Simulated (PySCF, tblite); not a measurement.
**C3H11OSSi2 radical: geometry, infrared bands and EPR parameters**

Aim: predict the infrared bands and EPR parameters of C3H11OSSi2 radical (`CC[SiH][Si@H](O)SC`).

Programs: tblite 0.8.0 and PySCF 2.14.0, with density-fitted response routines of our own. Each step states its level of theory. These are calculated values for one molecule in the gas phase, unless marked as measured. Atoms are numbered from 0 throughout.

### Step 1. The molecule as given

18 atoms, charge 0, multiplicity 2; geometry from: force field or distance geometry start.

Bonds of the start (Å): C0–C1 1.51, C1–Si2 1.86, Si2–Si3 2.25, Si3–O4 1.73, Si3–S5 2.14, S5–C6 1.78, C0–H7 1.12, C0–H8 1.12, C0–H9 1.12, C1–H10 1.12, C1–H11 1.13, Si2–H12 1.47, Si3–H13 1.45, O4–H14 1.00, C6–H15 1.13, C6–H16 1.11, C6–H17 1.11.

### Step 2. Relaxing the molecule with GFN2-xTB

Job settings and geometry (Å):

```
{"job": {"kind": "relax", "xc": "GFN2-xTB", "basis": "xTB"}, "charge": 0, "multiplicity": 2}
C      3.015800    -0.486700     0.747900
C      1.806700    -0.779600    -0.100900
Si     1.307600     0.653800    -1.176700
Si    -0.792100     1.164400    -0.534100
O     -0.649200     2.217700     0.827100
S     -1.616100    -0.681300     0.173300
C     -3.392700    -0.771200     0.175100
H      3.958300    -0.580400     0.154600
H      3.047100    -1.171700     1.628800
H      2.897600     0.566300     1.113400
H      1.954600    -1.697400    -0.721700
H      0.969600    -1.070100     0.603700
H      1.243400     0.199600    -2.577400
H     -1.560300     1.788500    -1.589100
H     -0.838400     3.166600     0.588200
H     -3.674900    -1.509900     0.985900
H     -3.794800    -1.173300    -0.780600
H     -3.891100     0.170900     0.470800
```

Launch:

```
OMP_NUM_THREADS=1 python probes_run.py task.json out
```

One launch serves the whole session: the jobs run in the order shown.

The log of the run:

```text
step      E/eV     max force
  0    -619.66697    2.364
  1    -619.96308    1.242
  2    -620.03335    0.403
  3    -620.05167    0.383
  4    -620.10768    0.465
  5    -620.13102    0.475
  6    -620.16420    0.368
  7    -620.18547    0.367
  8    -620.20515    0.389
  9    -620.21861    0.246
 10    -620.22935    0.253
 11    -620.23883    0.249
 12    -620.24798    0.306
 13    -620.25700    0.232
 14    -620.26603    0.229
 15    -620.27487    0.236
 16    -620.28347    0.291
 17    -620.29198    0.272
 18    -620.29946    0.228
 19    -620.30568    0.196
 20    -620.31138    0.195
 21    -620.31691    0.203
 22    -620.32205    0.217
 23    -620.32716    0.179
 24    -620.33236    0.173
 25    -620.33712    0.215
 26    -620.34134    0.161
 27    -620.34486    0.161
 28    -620.34828    0.169
 29    -620.35208    0.176
 30    -620.35586    0.168
 31    -620.35931    0.151
 32    -620.36218    0.146
 33    -620.36473    0.168
 34    -620.36748    0.171
 35    -620.37084    0.133
 36    -620.37390    0.130
 37    -620.37650    0.164
 38    -620.37977    0.172
 39    -620.38336    0.141
 40    -620.38678    0.139
 41    -620.38975    0.274
 42    -620.39261    0.185
 43    -620.39648    0.174
 44    -620.40180    0.118
 45    -620.40323    0.096
 46    -620.40606    0.104
 47    -620.40837    0.129
 48    -620.41139    0.130
 49    -620.41380    0.121
 50    -620.41623    0.176
 51    -620.41907    0.244
 52    -620.42302    0.250
 53    -620.42923    0.306
 54    -620.43458    0.221
 55    -620.43737    0.298
 56    -620.44226    0.194
 57    -620.44823    0.347
 58    -620.45598    0.239
 59    -620.45900    0.365
 60    -620.46629    0.211
 61    -620.47193    0.180
 62    -620.48194    0.356
 63    -620.49101    0.206
 64    -620.49672    0.249
 65    -620.50174    0.241
 66    -620.50529    0.254
 67    -620.50939    0.233
 68    -620.51253    0.197
 69    -620.51545    0.108
 70    -620.51733    0.131
 71    -620.51884    0.197
 72    -620.52103    0.101
 73    -620.52474    0.139
 74    -620.53022    0.133
 75    -620.53272    0.128
 76    -620.53643    0.110
 77    -620.53925    0.086
 78    -620.54158    0.101
 79    -620.54338    0.113
 80    -620.54525    0.143
 81    -620.54772    0.212
 82    -620.55137    0.169
 83    -620.56092    0.290
 84    -620.56694    0.267
 85    -620.57498    0.190
 86    -620.58063    0.138
 87    -620.58394    0.196
 88    -620.58689    0.237
 89    -620.58880    0.365
 90    -620.59189    0.130
 91    -620.59338    0.067
 92    -620.59452    0.066
 93    -620.59588    0.081
 94    -620.59750    0.096
 95    -620.59909    0.097
 96    -620.60047    0.087
 97    -620.60197    0.097
 98    -620.60364    0.107
 99    -620.60507    0.092
100    -620.60638    0.101
101    -620.60738    0.078
102    -620.60826    0.137
103    -620.60904    0.084
104    -620.60974    0.093
105    -620.61035    0.065
106    -620.61108    0.059
107    -620.61188    0.067
108    -620.61262    0.076
109    -620.61330    0.088
110    -620.61409    0.104
111    -620.61512    0.126
112    -620.61647    0.126
113    -620.61791    0.103
114    -620.61907    0.067
115    -620.61983    0.053
116    -620.62027    0.040
117    -620.62067    0.042
118    -620.62100    0.036
119    -620.62129    0.034
120    -620.62148    0.052
121    -620.62165    0.031
122    -620.62186    0.035
123    -620.62214    0.044
124    -620.62242    0.035
125    -620.62267    0.047
126    -620.62292    0.047
127    -620.62326    0.036
128    -620.62355    0.029
129    -620.62372    0.024
130    -620.62381    0.035
131    -620.62390    0.024
132    -620.62402    0.024
133    -620.62414    0.019
134    -620.62422    0.021
135    -620.62428    0.019
136    -620.62435    0.022
137    -620.62444    0.019
138    -620.62452    0.022
139    -620.62459    0.021
140    -620.62466    0.019
141    -620.62476    0.021
142    -620.62491    0.029
143    -620.62511    0.030
144    -620.62527    0.024
145    -620.62536    0.016
146    -620.62542    0.015
147    -620.62548    0.019
148    -620.62556    0.021
149    -620.62564    0.026
150    -620.62574    0.026
151    -620.62585    0.027
152    -620.62598    0.023
153    -620.62614    0.031
154    -620.62633    0.032
155    -620.62655    0.040
156    -620.62679    0.042
157    -620.62705    0.045
158    -620.62725    0.051
159    -620.62751    0.052
160    -620.62779    0.049
161    -620.62836    0.056
162    -620.62879    0.054
163    -620.62932    0.047
164    -620.62967    0.070
165    -620.62981    0.050
166    -620.63016    0.038
167    -620.63034    0.044
168    -620.63056    0.039
169    -620.63069    0.038
170    -620.63084    0.023
171    -620.63096    0.029
172    -620.63109    0.035
173    -620.63120    0.028
174    -620.63134    0.025
175    -620.63148    0.026
176    -620.63160    0.031
177    -620.63181    0.031
178    -620.63198    0.024
179    -620.63213    0.027
180    -620.63209    0.065
181    -620.63235    0.025
182    -620.63245    0.019
183    -620.63263    0.021
184    -620.63267    0.019
185    -620.63272    0.023
186    -620.63276    0.019
187    -620.63278    0.013
188    -620.63280    0.010
189    -620.63282    0.010
190    -620.63285    0.010
```

It took 1.8 s on 1 thread of Arm Neoverse V1, shared host.

Relaxation path: (not every step is listed)

```csv
step,energy from step 0 (eV),largest force (eV/Å)
0,0.0000,2.3638
1,-0.2961,1.2421
2,-0.3664,0.4032
3,-0.3847,0.3833
4,-0.4407,0.4647
5,-0.4641,0.4749
6,-0.4972,0.3677
7,-0.5185,0.3672
8,-0.5382,0.3892
25,-0.6702,0.2151
42,-0.7256,0.1850
59,-0.7920,0.3650
76,-0.8695,0.1100
93,-0.9289,0.0806
110,-0.9471,0.1036
127,-0.9563,0.0357
144,-0.9583,0.0242
161,-0.9614,0.0559
178,-0.9650,0.0238
185,-0.9657,0.0226
186,-0.9658,0.0189
187,-0.9658,0.0133
188,-0.9658,0.0100
189,-0.9659,0.0105
190,-0.9659,0.0099
```

Distances of close pairs at the start and the end, largest changes first:

```csv
bond,before (Å),after (Å),change (Å)
Si3–O4,1.727,1.633,-0.094
C1–Si2,1.860,1.909,+0.049
C6–H15,1.133,1.085,-0.048
O4–H14,0.997,0.953,-0.043
Si3–S5,2.141,2.185,+0.043
C1–H11,1.132,1.091,-0.041
C0–H9,1.121,1.087,-0.034
S5–C6,1.779,1.812,+0.033
```

The next job starts from the end point, and lists it.

### Step 3. Harmonic vibrations with GFN2-xTB

Job settings and geometry (Å):

```
{"job": {"kind": "ir", "xc": "GFN2-xTB", "basis": "xTB"}, "charge": 0, "multiplicity": 2}
C      3.448975    -0.760097     0.584164
C      2.042256    -0.879276     0.009993
Si     1.173785     0.804334    -0.226193
Si    -1.033790     0.726584    -0.778589
O     -1.714183     2.200456    -0.603272
S     -1.899265    -0.626524     0.702258
C     -3.655827    -0.316385     0.382843
H      4.076580    -0.147047    -0.058995
H      3.914005    -1.740176     0.677763
H      3.424456    -0.300114     1.569137
H      2.094182    -1.387600    -0.956379
H      1.435693    -1.511447     0.660502
H      2.016682     1.622499    -1.125774
H     -1.727935     0.380987    -2.022579
H     -1.612968     2.728434     0.183952
H     -4.214347    -0.792634     1.181883
H     -3.934057    -0.748944    -0.574200
H     -3.843001     0.753268     0.381828
```

The log of the run:

```text
mode    cm-1     km/mol
  1      30.0      0.60
  2      43.8      2.69
  3      47.6      1.25
  4      71.1      1.13
  5      85.5      0.12
  6     123.0      1.96
  7     164.8      1.31
  8     190.6      4.39
  9     213.7     18.00
 10     221.4      1.54
 11     262.3     12.74
 12     300.9    135.10
 13     374.7     39.54
 14     435.4     50.41
 15     515.2     13.72
 16     602.4    170.26
 17     631.1    225.55
 18     704.5     49.15
 19     708.1     53.50
 20     735.5     10.55
 21     737.6     66.42
 22     802.5    394.13
 23     868.3     99.36
 24     952.8      0.54
 25     960.5      5.25
 26     973.1     12.46
 27    1016.4      8.51
 28    1073.3     14.67
 29    1235.1      2.95
 30    1274.5      0.75
 31    1327.1      7.58
 32    1417.9      1.43
 33    1459.7      2.65
 34    1463.4      4.80
 35    1473.6      0.07
 36    1507.7      1.89
 37    1510.4      4.07
 38    2110.2    423.32
 39    2190.6    242.52
 40    2943.0     23.42
 41    2980.9     24.21
 42    3015.6     46.58
 43    3019.6     12.07
 44    3028.2     13.18
 45    3029.4     41.87
 46    3037.4     20.40
 47    3053.2      7.54
 48    3667.8     16.80
```

Run time: 0.85 s. Hardware: 1 thread of Arm Neoverse V1, shared host.

The strongest bands and the atoms that carry them (share of the mass-weighted mode):

```csv
cm⁻¹,km/mol,atoms
301,135.1,"H14 61 %, O4 20 %"
602,170.3,H12 70 %
631,225.6,"H13 73 %, Si3 14 %"
738,66.4,"H10 26 %, H11 25 %, C1 15 %"
802,394.1,"H14 56 %, H13 18 %, O4 16 %"
868,99.4,"O4 50 %, Si3 36 %, H14 12 %"
2110,423.3,H12 97 %
2191,242.5,H13 97 %
```

### Step 4. EPR parameters: B3LYP/pcH-1

Same as in step 3 but for these lines:

```diff
@@ -1,2 +1,2 @@
-{"job": {"kind": "ir", "xc": "GFN2-xTB", "basis": "xTB"}, "charge": 0, "multiplicity": 2}
+{"job": {"kind": "epr", "basis": "pcH-1"}, "charge": 0, "multiplicity": 2}
 C      3.448975    -0.760097     0.584164
```

Method: UKS B3LYP, pcH-1 on C H O S Si, non-relativistic, mean-field spin-orbit, GIAO.

The log of the run:

```text
UKS, coarse grid
  cycle   1  E = -1173.26062809  |g| = 6.47e-01
  cycle   2  E = -1172.98179231  |g| = 1.06e+00
  cycle   3  E = -1173.41236298  |g| = 1.18e-01
  cycle   4  E = -1173.41700820  |g| = 6.04e-02
  cycle   5  E = -1173.41874754  |g| = 1.04e-02
  cycle   6  E = -1173.41880379  |g| = 3.85e-03
  cycle   7  E = -1173.41881137  |g| = 7.97e-04
UKS, final grid
  cycle   1  E = -1173.41886779  |g| = 9.24e-04
  cycle   2  E = -1173.41886750  |g| = 1.28e-03
  cycle   3  E = -1173.41886820  |g| = 1.56e-04
  cycle   4  E = -1173.41886821  |g| = 3.52e-05
  cycle   5  E = -1173.41886821  |g| = 1.87e-05
E = -1173.41886821 Eh   <S^2> = 0.7522 (exact 0.7500)
g shifts (ppm)      1          2          3
  rmc          -125       -125       -125
  gc             10         34         31
  oz_so        -236       2138       3252
  total        -351       2047       3158
hyperfine (MHz)  atom isotope    a_iso     a_fc   dipolar eigenvalues
    0   13C       7.27       7.28     -0.67     -0.56      1.23
    1   13C       4.71       4.67     -3.28     -2.92      6.20
    2  29Si    -383.37    -384.26   -165.60     82.01     83.59
    3  29Si     -30.95     -31.02    -12.21      4.22      7.99
    4   17O      -0.14      -0.15     -0.81      0.01      0.80
    5   33S       0.14       0.15     -2.20     -1.37      3.57
    6   13C      -0.29      -0.29     -0.22      0.09      0.13
    7    1H      -0.47      -0.48     -1.93     -1.51      3.43
    8    1H      -1.62      -1.62     -1.37     -0.89      2.26
    9    1H      -0.40      -0.40     -2.74     -1.76      4.49
   10    1H      58.42      58.43     -4.08      0.83      3.25
   11    1H       2.18       2.18     -3.42     -2.19      5.61
   12    1H      20.42      20.39     -9.49      1.77      7.73
   13    1H      51.55      51.55     -2.17     -0.63      2.80
   14    1H      -0.46      -0.46     -2.18     -1.49      3.67
   15    1H       0.33       0.33     -0.48     -0.41      0.88
   16    1H       3.30       3.29     -0.66     -0.35      1.01
   17    1H       0.66       0.66     -0.66     -0.50      1.16
```

It took 2.5 min on 1 thread of Arm Neoverse V1, shared host; peak memory 1.1 GiB.

Principal g values 2.00197, 2.00437, 2.00548; g(iso) = 2.00394, against 2.00232 for a free electron.

Hyperfine couplings; where a row names several nuclei, a(iso) is their mean (it holds for fast rotation or exchange) and the dipolar term the largest among them:

```csv
nuclei,isotope,a(iso) (MHz),"a(iso) (G, at g = 2.0023)",largest dipolar term (MHz)
Si2,29Si,-383.4,-136.8,-165.6
H10,1H,58.4,20.8,-4.1
H13,1H,51.6,18.4,2.8
Si3,29Si,-30.9,-11.0,-12.2
H12,1H,20.4,7.3,-9.5
C0,13C,7.3,2.6,1.2
C1,13C,4.7,1.7,6.2
H11,1H,2.2,0.8,5.6
"H15, H16, H17",1H,1.4,0.5,1.2
"H7, H8, H9",1H,-0.8,-0.3,4.5
H14,1H,-0.5,-0.2,3.7
C6,13C,-0.3,-0.1,-0.2
S5,33S,0.1,0.1,3.6
O4,17O,-0.1,-0.1,-0.8
```

Mulliken spin populations:

C0 0.00; C1 -0.01; Si2 0.95; Si3 0.02; O4 0.00; S5 0.01; C6 0.00; H7 0.00; H8 0.00; H9 0.00; H10 0.02; H11 0.00; H12 -0.01; H13 0.03; H14 0.00; H15 0.00; H16 0.00; H17 0.00

In first order the couplings over 0.8 MHz of 1H give 256 distinct lines over 49.7 G, if the averaged nuclei exchange fast; the same motion can average rows kept apart here too.

The fields below are evaluated on a grid from the run's orbitals.

ELF in a plane through or near 8 of the atoms.

Ten even steps from '0' (0.00) to '9' (0.99):
```
0000000000000000000000000000
0000000000000000000000000000
0000000001100000000000000000
0000000036741000233200000000
0000000079983001577630000000
0000000079995102777851000000
0000230027842543755851000000
0001896003354683488720000000
0004999504365692132005970000
0002899536821663452069991000
0000355185763105876479960000
0001683375751005433833630000
0006999427995027271834750000
0006999208996028846569981000
0001784004981027886139991000
0000010000320004663005850000
0000000000000000110000000000
0000000000000000000000000000
0000000000000000000000000000
0000000000000000000000000000
```
The map spans 13.5 Å across and 9.6 Å up, centred on the molecule. Atoms in the plane (x, y in Å): C0 (-3.5, -0.4), Si2 (-1.0, 1.0), O4 (2.0, 2.0), S5 (1.8, -1.1), C6 (3.6, -1.0), H8 (-4.1, -1.3), H11 (-1.7, -1.4), H17 (3.9, 0.0).

On the surface of density 0.002 e/bohr³ the electrostatic potential runs, from the 1st to the 99th percentile, from -1.27 V near O4 to 2.18 V near H14.

The spin density lies nearest to Si2 66 %; H12 10 %; Si3 7 %.

### Step 5. Results

| quantity | value |
| --- | --- |
| strongest single infrared mode (GFN2-xTB) | 2110 cm⁻¹, 423 km/mol |
| zero-point energy (GFN2-xTB) | 83.8 kcal/mol |
| g(iso) (B3LYP) | 2.00394 |
| ⟨S²⟩ | 0.752 (exact 0.75) |
| largest a(iso) (averaged by class) | 29Si on Si2, -383.4 MHz |
| potential on the surface of density 0.002 e/bohr³, 1st and 99th percentile | -1.27 V and 2.18 V |

Relaxing lowered the energy by 0.966 eV in 190 steps; the close pair that moved most is Si3–O4, from 1.727 to 1.633 Å. No mode is imaginary among the 48: a minimum at this level. The strongest single mode, at 2110 cm⁻¹, moves mainly H12. Unscaled tight-binding wavenumbers are off by several per cent, some by more. Its intensities can rank the bands wrongly. Most of the unpaired spin sits on Si2 (0.95 e). The isotropic g lies 1.6 ppt above the free-electron value. These values are for one conformer; the search (at its own cheap level) found 2 more, at 1.06, 2.65 kcal/mol, and measured spectra average over such forms.
